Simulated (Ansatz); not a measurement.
# H4OS2Si: up Jacob's ladder to CCSD(T)

The task here is to estimate one member of a computed series from the others.

Program: Ansatz 0.2.0, Gaussian basis. Level of theory: functionals in def2-TZVPP, the program's frozen cores in correlated methods. These are calculated values, not measurements.

Plan: LDA (SPW92), PBE-D4, revPBE-D4, BLYP-D4, r2SCAN-D4, B97M-V, PBE0-D4, B3LYP-D4, r2SCANh-D4, r2SCAN0-D4, HSE06-D4, BHLYP-D4, CAM-B3LYP-D4, LC-ωPBE, ωB97X-V, ωB97M-V, B2PLYP, PBE-QIDH; CCSD(T)/def2-SVP; CCSD(T)/def2-TZVPP; MP2/def2-QZVPP; extrapolation to the limit; RPA on PBE.

### Structure used throughout

The geometry comes from an earlier relaxation with PBE0-D4 in a triple-zeta def2 set; it is a stationary point, not always the lowest conformer.

SMILES `O[SiH](S)S`, 8 atoms, charge 0, spin multiplicity 1.

Atoms are counted from 1 here; the program's logs count them from 0.

Bond lengths: O1–Si2 1.636 Å, O1–H5 0.959 Å, Si2–S3 2.136 Å, Si2–S4 2.133 Å, Si2–H6 1.475 Å, S3–H7 1.343 Å, S4–H8 1.344 Å. Angles: Si2–O1–H5 118.2°, O1–Si2–S3 106.5°, O1–Si2–S4 116.0°, O1–Si2–H6 105.2°, S3–Si2–S4 109.8°, S3–Si2–H6 114.5°, S4–Si2–H6 105.1°, Si2–S3–H7 94.2°, Si2–S4–H8 94.3°.

The first run:

Contents of in.yaml:

```yaml
crystal:
  periodic: [false, false, false]
  atoms:
    - {symbol: O, position_ang: [-0.808886, 1.456750, -0.751428]}
    - {symbol: Si, position_ang: [0.070771, 0.521184, 0.261607]}
    - {symbol: S, position_ang: [1.617279, -0.361257, -0.917386]}
    - {symbol: S, position_ang: [-1.003315, -1.002078, 1.298286]}
    - {symbol: H, position_ang: [-1.227516, 1.038692, -1.506030]}
    - {symbol: H, position_ang: [0.550872, 1.436940, 1.313678]}
    - {symbol: H, position_ang: [1.910534, -1.302668, -0.005730]}
    - {symbol: H, position_ang: [-1.017438, -1.844664, 0.251203]}
basis:
  gaussian: {orbitals: def2-TZVPP}
hamiltonian: {xc: lda}
output: {orbitals: {seedname: orbitals}}
```

The run is started by

```sh
$ ansatz run in.yaml --threads 2 --pin off --events-out ev --progress --plain --max-ram 4352MiB
```

Among the steps run: LDA; PBE-D4 (GGA); revPBE-D4 (GGA); BLYP-D4 (GGA); r2SCAN-D4 (meta-GGA); B97M-V (meta-GGA); B3LYP-D4 (hybrid); r2SCANh-D4 (hybrid); r2SCAN0-D4 (hybrid); HSE06-D4 (hybrid); BHLYP-D4 (hybrid); CAM-B3LYP-D4 (range-separated); LC-ωPBE (range-separated); ωB97X-V (range-separated); ωB97M-V (range-separated); B2PLYP (double hybrid); PBE-QIDH (double hybrid).

One of the session's tables, all rows but one given; the rest of the session is left out.

```
  functional  HOMO (eV)  gap (eV)
 LDA (SPW92)      -6.55      5.26
      PBE-D4      -6.43      5.32
   revPBE-D4      -6.38      5.35
     BLYP-D4      -6.25      5.26
   r2SCAN-D4      -6.72      5.91
      B97M-V      -6.81      5.91
     PBE0-D4      -7.66      7.47
    B3LYP-D4          ?         ?
  r2SCANh-D4      -7.17      6.69
  r2SCAN0-D4      -7.85      7.84
    HSE06-D4      -7.26      6.69
    BHLYP-D4      -8.74      9.47
CAM-B3LYP-D4      -8.97      9.82
     LC-ωPBE     -10.38     12.44
     ωB97X-V     -10.01     11.93
     ωB97M-V      -9.83     11.48
```

Estimate the missing values for B3LYP-D4.

Worked estimate for «HOMO (eV)». Against the share of exact exchange, BLYP-D4 (0, -6.25), BHLYP-D4 (0.5, -8.74) give a slope of -4.98 per unit share; at 0.2 the line stands at -7.25.

**Answer.** HOMO (eV): -7.40; gap (eV): 6.97. In «HOMO (eV)» the line misses by +0.15.
